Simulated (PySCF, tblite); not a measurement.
**C₃H₆F₄OSi: geometry, infrared bands and NMR shifts**

Wanted: the infrared bands and NMR shifts of C₃H₆F₄OSi (`CCO[Si@@H](F)C(F)(F)F`), by calculation.

The runs use tblite 0.8.0 and PySCF 2.14.0, with density-fitted response routines of our own; the level of theory stands in each step. All values are computed, except where a source is named. Atoms are numbered from 0 throughout.

## 1. Starting geometry

15 atoms, charge 0, multiplicity 1; geometry from: force field or distance geometry start.

Bonds of the start (Å): C0–C1 1.51, C1–O2 1.37, O2–Si3 1.72, Si3–F4 1.67, Si3–C5 1.88, C5–F6 1.37, C5–F7 1.39, C5–F8 1.39, C0–H9 1.10, C0–H10 1.11, C0–H11 1.12, C1–H12 1.13, C1–H13 1.11, Si3–H14 1.48.

## 2. Relaxing the molecule with GFN2-xTB

The job: settings as JSON, then the geometry in Å.

```
{"job": {"kind": "relax", "xc": "GFN2-xTB", "basis": "xTB"}, "charge": 0, "multiplicity": 1}
C      2.468800    -0.674000     0.002500
C      1.150700    -0.123700     0.497800
O      0.437800     0.394000    -0.552600
Si    -1.076100     1.047000    -0.076000
F     -1.542600     2.167400    -1.225800
C     -2.419600    -0.263400    -0.041900
F     -2.727100    -0.666800     1.229400
F     -3.602400     0.256900    -0.556600
F     -2.064100    -1.316200    -0.876300
H      2.714500    -1.673800     0.393800
H      3.304400    -0.008100     0.320000
H      2.435900    -0.650800    -1.112200
H      1.318700     0.716800     1.239800
H      0.544600    -0.889300     1.022100
H     -0.947800     1.692200     1.250100
```

Launch:

```console
> OMP_NUM_THREADS=1 python probes_run.py task.json out
```

This one command runs all jobs of the session in turn.

**Question.** This job is followed by: GFN2-xTB harmonic vibrations, gas phase; GIAO PBE0/pcSseg-1 NMR shielding, non-relativistic, gas phase. What will the session give for the following? strongest single infrared mode (GFN2-xTB); zero-point energy (GFN2-xTB); 13C shifts against TMS (PBE0/pcSseg-1); 1H shifts against TMS (PBE0/pcSseg-1, means over atoms taken as alike); 17O shifts against H2O (PBE0/pcSseg-1); 29Si shifts against TMS (PBE0/pcSseg-1); 19F shifts against CFCl3 (PBE0/pcSseg-1, means over atoms taken as alike).

**Answer**, as computed:

| quantity | value |
| --- | --- |
| strongest single infrared mode (GFN2-xTB) | 1203 cm⁻¹, 370 km/mol |
| zero-point energy (GFN2-xTB) | 58.8 kcal/mol |
| 13C shifts against TMS (PBE0/pcSseg-1) | 135.2, 63.6, 20.0 ppm |
| 1H shifts against TMS (PBE0/pcSseg-1, means over atoms taken as alike) | 4.74, 4.29, 4.29, 1.46 ppm |
| 17O shifts against H2O (PBE0/pcSseg-1) | 50.2 ppm |
| 29Si shifts against TMS (PBE0/pcSseg-1) | -51.1 ppm |
| 19F shifts against CFCl3 (PBE0/pcSseg-1, means over atoms taken as alike) | -81.9, -175.9 ppm |

What this shows: Over 104 steps the energy fell by 1.006 eV; of the close pairs, O2–Si3 changed most, 1.716 to 1.587 Å. All 39 modes are real, so the xTB geometry is a minimum. The strongest single mode, at 1203 cm⁻¹, moves mainly O2. GFN2-xTB is a fitted tight-binding method: band positions and strengths are rough. Its intensities can rank the bands wrongly. At PBE0/pcSseg-1: Shielding is most anisotropic at F6, F7, F8 (span 189 ppm, paramagnetic term -221 ppm).
